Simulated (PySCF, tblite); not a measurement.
# Cl₂F₄OSi₂, a small molecule taken as a stand-in for a surface group (Si site with back bonds F, Cl, O[Si](F)(F)F): NMR shifts, core binding energies and electronic excitations

What NMR shifts, core binding energies and electronic excitations should one expect for `F[Si](F)(F)O[Si](F)(Cl)Cl`?

Computed with tblite 0.8.0 and PySCF 2.14.0; each step states its level. No surroundings beyond the atoms listed, unless a continuum is named. Atoms count from 0, parts from 1.

## Step 1: Starting point

9 atoms, charge 0, multiplicity 1; geometry: distance geometry start.

## Step 2: Relaxing the cluster with GFN2-xTB

What the job is given:

```
{"job": {"kind": "relax", "xc": "GFN2-xTB", "basis": "xTB"}, "charge": 0, "multiplicity": 1}
Si     1.421756     0.204589     0.163989
F      1.295486     1.641076    -0.563297
Cl     1.791873     0.364984     2.143923
O      0.072255    -0.661225    -0.061975
Si    -1.503657    -0.268783    -0.210116
F     -1.733761     0.409099    -1.664238
F     -1.908684     0.763383     0.929483
F     -2.409872    -1.598509    -0.095268
Cl     2.975456    -0.852383    -0.671120
```

Level: GFN2-xTB geometry optimisation, gas phase.

Launch:

```sh
> OMP_NUM_THREADS=1 python cluster_run.py task.json out
```

The driver reads the jobs from task.json and runs them one after another.

**Question.** The jobs that follow are: PBE0-D3(BJ)/def2-SVP geometry optimisation, gas phase; GIAO PBE0/pcSseg-1 NMR shielding, non-relativistic, gas phase; delta-SCF UKS SCAN, pcX-2 on the ionised atom, pcseg-1 elsewhere, spin-free X2C; TDDFT CAM-B3LYP/def2-SVPD, vertical, gas phase, core orbitals frozen in the response. Predict: point group; rotational constants (main isotopes); 29Si shifts against TMS (PBE0/pcSseg-1); 19F shifts against CFCl3 (PBE0/pcSseg-1); 35Cl shifts against HCl (PBE0/pcSseg-1); 17O shifts against H2O (PBE0/pcSseg-1); Cl2p binding energies, SCAN/pcX-2; Si2p binding energies, SCAN/pcX-2 (standing for 1 of 2 atoms); F1s binding energies, SCAN/pcX-2 (standing for 1 of 4 atoms); O1s binding energies, SCAN/pcX-2; lowest singlet (CAM-B3LYP/def2-SVPD); brightest single state of those computed; lowest triplet; vertical ionisation energy (ΔSCF); vertical electron affinity (ΔSCF).

The runs gave:

```
                                                     quantity                                             value
                                                  point group                                                C1
                         rotational constants (main isotopes)                              1.26, 0.51, 0.46 GHz
                      29Si shifts against TMS (PBE0/pcSseg-1)                                 -44.7, -108.0 ppm
                     19F shifts against CFCl3 (PBE0/pcSseg-1)                 -98.8, -156.8, -157.0, -159.3 ppm
                      35Cl shifts against HCl (PBE0/pcSseg-1)                                        96, 92 ppm
                       17O shifts against H2O (PBE0/pcSseg-1)                                          97.5 ppm
                            Cl2p binding energies, SCAN/pcX-2                         Cl8 207.87, Cl2 207.86 eV
Si2p binding energies, SCAN/pcX-2 (standing for 1 of 2 atoms)                                     Si0 111.10 eV
 F1s binding energies, SCAN/pcX-2 (standing for 1 of 4 atoms)                                      F1 693.68 eV
                             O1s binding energies, SCAN/pcX-2                                      O3 540.20 eV
                         lowest singlet (CAM-B3LYP/def2-SVPD)                       8.14 eV (152 nm), f = 0.036
                     brightest single state of those computed                       state 4, 8.97 eV, f = 0.063
                                               lowest triplet                                           7.63 eV
                            vertical ionisation energy (ΔSCF)                                          12.49 eV
                            vertical electron affinity (ΔSCF)  -0.58 eV (unbound: the value hangs on the basis)
```

In words: The start of the PBE0/def2-SVP relaxation was shaken at random by about 0.01 Å, so part of the energy gained, and of the first lengths quoted, undoes that. The optimisation took 8 steps and gained 0.307 eV; among the close pairs (by a distance rule), Si0–Cl8 changed most, from 1.929 to 2.020 Å (PBE0/def2-SVP). No frequency check was run at this level, so the end point may be a saddle. At SCAN/pcX-2: the Cl2p levels computed lie within 0.01 eV of one another, too close to rank. The first singlet state (HOMO→LUMO 0.69, HOMO→LUMO+1 0.19) lies at 8.14 eV and is weak; of the 6 states computed, the strongest absorption comes from state 4 at 8.97 eV. The lowest triplet lies 0.52 eV below the lowest singlet (triplets in Tamm-Dancoff, singlets in full TDDFT). ΔSCF puts the ionisation energy at 12.49 eV, 1.08 eV above −ε(HOMO).
